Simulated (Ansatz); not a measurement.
Crystal: NiMoIrPdW.

```
CELL_PARAMETERS angstrom
-1.37004 1.37004 9.71647
1.37004 -1.37004 9.71647
1.37004 1.37004 -9.71647
ATOMIC_POSITIONS crystal
Ni 0.19862 0.19862 0.00000
Mo 0.60922 0.60922 0.00000
Pd 0.79310 0.79310 0.00000
Ir 0.39944 0.39944 0.00000
W 0.99565 0.99565 0.00000
```

The cell was built by a generator and needn't be a form met in nature.

Base run:

| Quantity | Value |
| --- | --- |
| Program | Ansatz 0.2.0 |
| Functional | PBE |
| Potentials or basis | Ansatz PAW |
| Cutoff | 420 eV |
| Density cutoff | 1680 eV |
| k mesh | 13 × 13 × 13 |
| Occupations | fermi-dirac, width 0.05 eV |
| Spin | collinear spin, ferromagnetic start |
| Starting moments | [1.0, 1.0, 0.0, 0.6, 0.0] μB |

Its results: band gap on the k mesh none (metal or under the smearing width); pressure 0.0 GPa; net moment 0.00 μB per cell; largest force 0.032 eV/Å.

Q: The run is repeated on the same cell with these changes: functional from PBE to revPBE. What comes out?

A: Band gap on the k mesh none (metal or under the smearing width); pressure 2.9 GPa; net moment 0.00 μB per cell; largest force 0.054 eV/Å.

revPBE binds less tightly than PBE, so the same cell stands under more pressure.

Caveats: the potentials were made for another functional, which shifts forces and pressure (some runs); the PAW data sets come from PBE, with cores solved anew for the run's functional, which leaves a small shift of forces and pressure (some runs).

Not every run made on this cell is shown here.
